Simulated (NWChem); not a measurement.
# One shape, several levels: GaAlNH5 (SMILES [NH2][GaH][AlH2])

Wanted: a comparison of 5 runs (HF/STO-3G, HF/3-21G, B3LYP/6-31G*, PBE/cc-pVDZ) of GaAlNH5. 

The calculation is run with NWChem 7.3.0.

### 1 The molecule

The species is GaAlNH5 (8 atoms), meant as a singlet with charge 0. As SMILES, `[NH2][GaH][AlH2]`. The shape comes from GFN2-xTB, which is rough for such elements, and wasn't checked as a minimum.

Bond lengths: N1–Ga2 1.834 Å, Ga2–Al3 2.528 Å, N1–H4 1.015 Å, N1–H5 1.016 Å, Ga2–H6 1.627 Å, Al3–H7 1.563 Å, Al3–H8 1.563 Å. Angles: N1–Ga2–Al3 122.6°, N1–Ga2–H6 105.9°, Al3–Ga2–H6 131.5°, Ga2–N1–H4 125.9°, Ga2–N1–H5 126.5°, Ga2–Al3–H7 122.7°, Ga2–Al3–H8 122.5°, H4–N1–H5 107.5°, H7–Al3–H8 114.7°.

### 2 Energy and forces at HF/STO-3G (run 1)

The input, algah5n.nw:

```
start algah5n
title "AlGaH5N"
memory 2200 mb

geometry units angstroms noautosym nocenter noautoz
  N    -1.836130    0.126470    0.129860
  Ga   -0.122990    0.780860    0.122900
  Al    1.896940   -0.696930   -0.231090
  H    -2.681400    0.674980    0.250060
  H    -2.118380   -0.831110   -0.056500
  H    -0.251300    2.369850    0.445800
  H     3.158310   -0.639250    0.690320
  H     1.954950   -1.784880   -1.351350
end

basis spherical bse
  * library STO-3G
end

scf
  singlet
  rhf
  thresh 1e-08
  maxiter 80
  print low
end

task scf gradient
```

Started as:

```console
$ nwchem algah5n.nw > algah5n.out
```

Log:

```text
[...]
  functions       =    37
[...]
  wavefunction    = RHF
[...]
         Total SCF energy =  -2196.543628938826
      One-electron energy =  -3515.014213522838
      Two-electron energy =   1101.598617826530
 Nuclear repulsion energy =    216.871966757482
        Time for solution =     16.6s
[...]
                         RHF ENERGY GRADIENTS
    atom               coordinates                        gradient
                 x          y          z           x          y          z
   1 N      -3.469783   0.238994   0.245400   -0.109106  -0.040300   0.002353
   2 Ga     -0.232417   1.475611   0.232247    0.089439  -0.002535  -0.009554
   3 Al      3.584697  -1.317007  -0.436697   -0.008818   0.010145  -0.000141
   4 H      -5.067111   1.275527   0.472545    0.000690  -0.006578  -0.001420
   5 H      -4.003158  -1.570570  -0.106770   -0.003260   0.004400  -0.000336
   6 H      -0.474888   4.478367   0.842440   -0.004794   0.064223   0.013485
   7 H       5.968340  -1.208007   1.304516    0.031651  -0.001718   0.020043
   8 H       3.694320  -3.372934  -2.553681    0.004197  -0.027636  -0.024430
 Task  times  cpu:       18.6s     wall:       18.6s
 Total times  cpu:       18.7s     wall:       18.7s
```

Run time: 19 s. Hardware: 1 thread of Intel Xeon Platinum 8259CL at 2.50GHz (Skylake/Cascade Lake), shared host; peak memory 0.1 GiB.

### 3 Energy and gradient at HF/3-21G (run 2)

The input, work.nw:

```
echo
START work
TITLE "AlGaH5N hf"
memory stack 880 mb heap 220 mb global 1100 mb
charge 0

GEOMETRY units angstroms noautosym nocenter noautoz
   N    -1.836130    0.126470    0.129860
   Ga   -0.122990    0.780860    0.122900
   Al    1.896940   -0.696930   -0.231090
   H    -2.681400    0.674980    0.250060
   H    -2.118380   -0.831110   -0.056500
   H    -0.251300    2.369850    0.445800
   H     3.158310   -0.639250    0.690320
   H     1.954950   -1.784880   -1.351350
END

BASIS spherical bse
   * library 3-21G
END

SCF
   thresh 1e-08
   maxiter 80
END

TASK scf gradient
```

Started as:

```console
$ nwchem work.nw > work.out
```

Log:

```text
[...]
  functions       =    54
[...]
  wavefunction    = RHF
[...]
         Total SCF energy =  -2211.467967051288
      One-electron energy =  -3520.435985280371
      Two-electron energy =   1092.096051471601
 Nuclear repulsion energy =    216.871966757482
        Time for solution =      5.4s
[...]
                         RHF ENERGY GRADIENTS
    atom               coordinates                        gradient
                 x          y          z           x          y          z
   1 N      -3.469783   0.238994   0.245400   -0.006390   0.004930   0.004672
   2 Ga     -0.232417   1.475611   0.232247    0.034941  -0.003817  -0.004958
   3 Al      3.584697  -1.317007  -0.436697    0.007805  -0.005637  -0.002038
   4 H      -5.067111   1.275527   0.472545   -0.012359  -0.000324  -0.001038
   5 H      -4.003158  -1.570570  -0.106770   -0.007006  -0.008145  -0.001961
   6 H      -0.474888   4.478367   0.842440   -0.006752   0.005999   0.002881
   7 H       5.968340  -1.208007   1.304516   -0.010059  -0.001448  -0.008222
   8 H       3.694320  -3.372934  -2.553681   -0.000181   0.008442   0.010663
[...]
```

Wall time 9 s (1 thread of Intel Xeon Platinum 8259CL at 2.50GHz (Skylake/Cascade Lake), shared host); peak memory 0.099 GiB.

Run 3 isn't shown in full; the table further down has it.

### 4 Energy and forces at PBE/cc-pVDZ (run 4)

The input, nw.xyz:

```xyz
8
AlGaH5N gradient
N     -1.836130     0.126470     0.129860
Ga    -0.122990     0.780860     0.122900
Al     1.896940    -0.696930    -0.231090
H     -2.681400     0.674980     0.250060
H     -2.118380    -0.831110    -0.056500
H     -0.251300     2.369850     0.445800
H      3.158310    -0.639250     0.690320
H      1.954950    -1.784880    -1.351350
```

The input, run.py:

```python
from ase.io import read
from ase.calculators.nwchem import NWChem

atoms = read('nw.xyz')

calc = NWChem(
    label='nw',
    theory='dft',
    memory='2200 mb',
    basis='cc-pVDZ',
    basispar='spherical bse',
    dft={'xc': 'xpbe96 cpbe96', 'mult': '1', 'grid': 'xfine', 'convergence': 'energy 1e-08', 'iterations': '100', 'mulliken': None, 'print': 'low'},
)
atoms.calc = calc

forces = atoms.get_forces()
e = atoms.get_potential_energy()
print(f"E = {e:.6f} eV")
print("forces (eV/A):")
for s, f in zip(atoms.symbols, forces):
    print(f"{s:2s} {f[0]:10.5f} {f[1]:10.5f} {f[2]:10.5f}")
```

Started as:

```console
$ export ASE_NWCHEM_COMMAND="nwchem PREFIX.nwi > PREFIX.nwo"
$ python run.py
```

Log:

```text
E = -60531.386554 eV
forces (eV/A):
N    -0.02494   -0.30318   -0.09482
Ga    0.06587    0.65537    0.15478
Al   -0.57593    0.28956    0.13390
H    -0.20533    0.46645    0.12928
H     0.08387   -0.43806   -0.08819
H     0.16183   -0.35805   -0.10793
H     0.50944    0.11899    0.41354
H    -0.01481   -0.43107   -0.54050
```

The calculator wrote nw.nwi:

```
title "nw"

permanent_dir nw

scratch_dir nw

start nw

geometry units angstrom nocenter noautosym noautoz
  N  -1.8361300000000000e+00 1.2647000000000000e-01 1.2986000000000000e-01
  Ga -1.2299000000000000e-01 7.8086000000000000e-01 1.2290000000000000e-01
  Al 1.8969400000000001e+00 -6.9693000000000005e-01 -2.3108999999999999e-01
  H  -2.6814000000000000e+00 6.7498000000000002e-01 2.5006000000000000e-01
  H  -2.1183800000000002e+00 -8.3111000000000002e-01 -5.6500000000000002e-02
  H  -2.5130000000000002e-01 2.3698500000000000e+00 4.4579999999999997e-01
  H  3.1583100000000002e+00 -6.3924999999999998e-01 6.9032000000000004e-01
  H  1.9549500000000000e+00 -1.7848800000000000e+00 -1.3513500000000001e+00
end

memory 2200 mb

basis spherical bse noprint
   * library cc-pVDZ
end

dft
  xc xpbe96 cpbe96
  mult 1
  grid xfine
  convergence energy 1e-08
  iterations 100
  mulliken
  print low
end

task dft gradient
```

nw.nwo:

```text
Northwest Computational Chemistry Package (NWChem) 7.3.0
             --------------------------------------------------------

           Job information
           ---------------

    nwchem branch   = 7.3.0
    use scalapack   = T
    input           = nw.nwi
    prefix          = nw.
    data base       = nw/nw.db
    status          = startup
    nproc           =        1

           Memory information
           ------------------

    heap     =     72089594 doubles =      550.0 Mbytes
    stack    =     72089599 doubles =      550.0 Mbytes
    global   =    144179200 doubles =     1100.0 Mbytes (distinct from heap & stack)
    total    =    288358393 doubles =     2200.0 Mbytes
    verify   = yes
    hardfail = no

           Directory information
           ---------------------

  0 permanent = nw
  0 scratch   = nw

                                NWChem Input Module
                                -------------------

                                        nw
                                        --

[... 26 lines left out ...]
            Nuclear Dipole moment (a.u.)
[... 76 lines left out ...]
   convergence    iter        energy       DeltaE   RMS-Dens  Diis-err    time
[... 14 lines left out ...]
         Total DFT energy =    -2224.487444341120
      One electron energy =    -3530.165505914134
           Coulomb energy =     1190.677320380661
    Exchange-Corr. energy =     -101.871225565128
 Nuclear repulsion energy =      216.871966757482
[... 17 lines left out ...]
     -------------------------------------------
      Total Density - Lowdin Population Analysis
     -------------------------------------------

    Atom       Charge   Shell Charges
 -----------   ------   -------------------------------------------------------
    1 N    7     7.06   1.90  0.66  0.51  2.19  1.76  0.04
    2 Ga  31    31.01   2.00  1.99  1.83  0.74  0.45  6.00  5.91  1.10  0.75  9.74  0.51
    3 Al  13    12.79   2.00  1.85  0.68  0.44  5.93  0.99  0.70  0.19
[... 4 lines of this table left out ...]
    8 H    1     1.09   0.61  0.46  0.02

                         DFT ENERGY GRADIENTS

    atom               coordinates                        gradient
                 x          y          z           x          y          z
   1 N      -3.469783   0.238994   0.245400    0.000485   0.005896   0.001844
   2 Ga     -0.232417   1.475611   0.232247   -0.001281  -0.012745  -0.003010
   3 Al      3.584697  -1.317007  -0.436697    0.011200  -0.005631  -0.002604
[... 4 lines of this table left out ...]
   8 H       3.694320  -3.372934  -2.553681    0.000288   0.008383   0.010511

 Task  times  cpu:      245.9s     wall:      245.9s
 Total times  cpu:      246.0s     wall:      246.0s
```

It took 4.1 min on 1 thread of Intel Xeon Platinum 8259CL at 2.50GHz (Skylake/Cascade Lake), shared host; peak memory 0.14 GiB.

### 5 Energy and forces at B3LYP/6-31G(d) (spherical functions) (run 5)

The input, run.py:

```python
from ase import Atoms
from ase.calculators.nwchem import NWChem

system = Atoms(['N', 'Ga', 'Al', 'H', 'H', 'H', 'H', 'H'], positions=[
    [-1.836130, 0.126470, 0.129860],
    [-0.122990, 0.780860, 0.122900],
    [1.896940, -0.696930, -0.231090],
    [-2.681400, 0.674980, 0.250060],
    [-2.118380, -0.831110, -0.056500],
    [-0.251300, 2.369850, 0.445800],
    [3.158310, -0.639250, 0.690320],
    [1.954950, -1.784880, -1.351350],
])

calc = NWChem(
    label='algah5n',
    theory='dft',
    memory='2200 mb',
    basis='6-31G*',
    basispar='spherical bse',
    dft={'xc': 'b3lyp', 'mult': '1', 'grid': 'xfine', 'convergence': 'energy 1e-08', 'iterations': '100', 'mulliken': None},
)
system.calc = calc

forces = system.get_forces()
print("Total energy (eV):", round(system.get_potential_energy(), 6))
print("forces (eV/A):")
for s, f in zip(system.symbols, forces):
    print(f"{s:2s} {f[0]:10.5f} {f[1]:10.5f} {f[2]:10.5f}")
print("dipole (e A):", system.get_dipole_moment().round(4))
```

Started as:

```console
$ export ASE_NWCHEM_COMMAND="nwchem PREFIX.nwi > PREFIX.nwo"
$ python run.py
```

Log:

```text
Total energy (eV): -60540.056617
forces (eV/A):
N    -0.58822   -0.52147   -0.11621
Ga   -0.10757    0.66730    0.17293
Al   -0.35126    0.14167    0.09765
H     0.25490    0.30108    0.08258
H     0.30231   -0.01764   -0.01671
H     0.17705   -0.39420   -0.12331
H     0.34021    0.10835    0.29624
H    -0.02741   -0.28508   -0.39322
dipole (e A): [-0.1715 -0.1679 -0.0621]
```

The calculator wrote algah5n.nwi:

```
title "algah5n"

permanent_dir algah5n

scratch_dir algah5n

start algah5n

geometry units angstrom nocenter noautosym noautoz
  N  -1.8361300000000000e+00 1.2647000000000000e-01 1.2986000000000000e-01
  Ga -1.2299000000000000e-01 7.8086000000000000e-01 1.2290000000000000e-01
  Al 1.8969400000000001e+00 -6.9693000000000005e-01 -2.3108999999999999e-01
  H  -2.6814000000000000e+00 6.7498000000000002e-01 2.5006000000000000e-01
  H  -2.1183800000000002e+00 -8.3111000000000002e-01 -5.6500000000000002e-02
  H  -2.5130000000000002e-01 2.3698500000000000e+00 4.4579999999999997e-01
  H  3.1583100000000002e+00 -6.3924999999999998e-01 6.9032000000000004e-01
  H  1.9549500000000000e+00 -1.7848800000000000e+00 -1.3513500000000001e+00
end

memory 2200 mb

basis spherical bse noprint
   * library 6-31G*
end

dft
  xc b3lyp
  mult 1
  grid xfine
  convergence energy 1e-08
  iterations 100
  mulliken
end

task dft gradient
```

algah5n.nwo, cut to the lines that bear on the results:

```text
[...]
         Total DFT energy =    -2224.806063257592
[...]
  wavefunction    = closed shell
                         DFT ENERGY GRADIENTS
    atom               coordinates                        gradient
                 x          y          z           x          y          z
   1 N      -3.469783   0.238994   0.245400    0.011439   0.010141   0.002260
   2 Ga     -0.232417   1.475611   0.232247    0.002092  -0.012977  -0.003363
   3 Al      3.584697  -1.317007  -0.436697    0.006831  -0.002755  -0.001899
[... 4 lines of this table left out ...]
   8 H       3.694320  -3.372934  -2.553681    0.000533   0.005544   0.007647
[...]
```

It took 66 s on 1 thread of Intel Xeon Platinum 8259CL at 2.50GHz (Skylake/Cascade Lake), shared host; peak memory 0.14 GiB.

### 6 The series

| run | level | Cartesian functions | iteration cap | energy (Eh) | largest force (eV/Å) | wall time |
| --- | --- | --- | --- | --- | --- | --- |
| 1 | HF/STO-3G | no | 80 | -2196.543629 | 5.982 | 19 s |
| 2 | HF/3-21G | no | 80 | -2211.467967 | 1.825 | 9 s |
| 3 | B3LYP/6-31G* (Cartesian functions) | yes | 100 | -2224.813535 | 0.751 | 78 s |
| 4 | PBE/cc-pVDZ | no | 100 | -2224.487444 | 0.692 | 4.1 min |
| 5 | B3LYP/6-31G* (spherical functions) | no | 100 | -2224.806063 | 0.795 | 66 s |

### 7 Outcome

| quantity | value |
| --- | --- |
| run 5: total energy | -2224.80606 Eh |
| run 5: dipole moment | 1.19 D |
| run 5: HOMO energy | -6.79 eV |
| run 5: LUMO energy | -2.38 eV |
| run 5: HOMO–LUMO gap | 4.41 eV |
| run 5: largest force on an atom | 0.795 eV/Å |

In words: Totals of different functionals can't be ranked against each other. In run 1 the basis is minimal, so the values are rough. All runs together took 7 min, the longest 4.1 min.
